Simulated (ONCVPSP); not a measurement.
# Br: generating and testing an ONCV potential

Task: generate the file, and judge it by its errors in other configurations, its logarithmic derivatives, its ghosts and its cutoff.

Program: ONCVPSP 4.0.1. Reference atom: LDA (Perdew-Wang 92), scalar-relativistic, spherical and spin-unpolarised. All values are calculated.

### Step 1. Settings

Typed settings, in words:

| Quantity | Value |
| --- | --- |
| element | bromine (Br, Z = 35) |
| type | optimised norm-conserving Vanderbilt (ONCV) |
| frozen core | [Ar] |
| valence charge | 17 |
| reference configuration | 3d10 4s2 4p5 |
| partial waves | 4s: rc 1.05 bohr, ncon 3, nbas 6, qcut 4.9 1/bohr, 2 projectors, debl 3.7 Ha; 4p: rc 1.85 bohr, ncon 3, nbas 7, qcut 3.6 1/bohr, 2 projectors, debl 3.4 Ha; 3d: rc 0.95 bohr, ncon 4, nbas 8, qcut 17.1 1/bohr, 1 projector; f scattering state at 0.29 Ha: rc 1.60 bohr, ncon 4, nbas 9, qcut 6.5 1/bohr, 2 projectors, debl 3.3 Ha |
| local potential | polynomial inside 0.65 bohr (lpopt 5, dvloc0 3 Ha) |
| core correction | Teter function, fcfact 1.5, rcfact 1.75 |

An earlier all-electron run gives the scale for the radii.

All-electron outer shells of the reference configuration (LDA (PZ), scalar-relativistic, ld1.x):

| shell | level (eV) | outermost node (bohr) | outermost maximum (bohr) |
| --- | --- | --- | --- |
| 3s | -237.20 | 0.23 | 0.48 |
| 3p | -173.21 | 0.21 | 0.48 |
| 3d | -67.00 | – | 0.43 |
| 4s | -20.32 | 0.67 | 1.41 |
| 4p | -8.01 | 0.70 | 1.66 |

### Step 2. Generating the potential

Br.dat

```
# ATOM AND REFERENCE CONFIGURATION
# atsym  z   nc   nv     iexc    psfile
  Br 35.00    5    3  -001012      upf
#
#   n    l    f
    1    0    2.00
    2    0    2.00
    2    1    6.00
    3    0    2.00
    3    1    6.00
    3    2   10.00
    4    0    2.00
    4    1    5.00
#
# PSEUDOPOTENTIAL AND OPTIMIZATION
# lmax
    3
#
#   l,   rc,      ep,       ncon, nbas, qcut
    0    1.05    0.00    3    6    4.90
    1    1.85    0.00    3    7    3.60
    2    0.95    0.00    4    8   17.10
    3    1.60    0.29    4    9    6.50
#
# LOCAL POTENTIAL
# lloc, lpopt,  rc(5),   dvloc0
    4    5    0.65    3.00
#
# VANDERBILT-KLEINMAN-BYLANDER PROJECTORs
# l, nproj, debl
    0    2    3.70
    1    2    3.40
    2    1    3.00
    3    2    3.30
#
# MODEL CORE CHARGE
# icmod, fcfact, rcfact
    3    1.50    1.75
#
# LOG DERIVATIVE ANALYSIS
# epsh1, epsh2, depsh
   -4.00    5.00    0.02
#
# OUTPUT GRID
# rlmax, drl
    6.00    0.01
#
# TEST CONFIGURATIONS
# ncnf
    4
# nvcnf
#   n    l    f
    3
    3    2   10.00
    4    0    2.00
    4    1    4.00
#
    3
    3    2   10.00
    4    0    2.00
    4    1    3.00
#
    3
    3    2   10.00
    4    0    2.00
    4    1    2.00
#
    3
    3    2   10.00
    4    0    2.00
    4    1    4.50
#
```

On the command line:

```bash
$ oncvpsp.x < Br.dat > Br.out
```

What does the calculation give? Wanted: cutoffs for 1 and 0.1 mHa per electron, occupied waves; bound ghosts; GHOST(+) flags; largest test error; largest phase difference near zero energy, channels read; rms error of d²Exc/dn², without and with the model core.

As calculated:

| quantity | value |
| --- | --- |
| cutoffs for 1 and 0.1 mHa per electron, occupied waves | 120 Ha and 138 Ha |
| bound ghosts | s at -194.29 eV |
| GHOST(+) flags | s at 948 eV, p at 84 eV, f at 111 eV |
| largest test error (AE − PS) | -29 meV, for 3d10 4s2 4p2 |
| largest phase difference near zero energy, channels read | 0.019 rad |
| rms error of d²Exc/dn², without and with the model core | 8.26 and 4.67 mHa |

It has a bound ghost (s), a state that the atom doesn't have, and that rules the file out. The worst unpolarised test, 3d10 4s2 4p2, is off by 29 meV on 69.9 eV; by total energies transferability rates as fair. That test lies far up in energy; among those under 40 eV, nearer to bonding, the largest error is 8.1 meV. It counts as very hard, with 120 Ha needed at the looser tolerance. At the looser tolerance the 3d wave is the slowest; 4s needs 98 Ha. Near zero energy the phases of the channels with partial waves agree within 0.019 rad. The program also flags highly localised states, GHOST(+) (s, p, f). These are tests on the free atom; a crystal test is still owed.
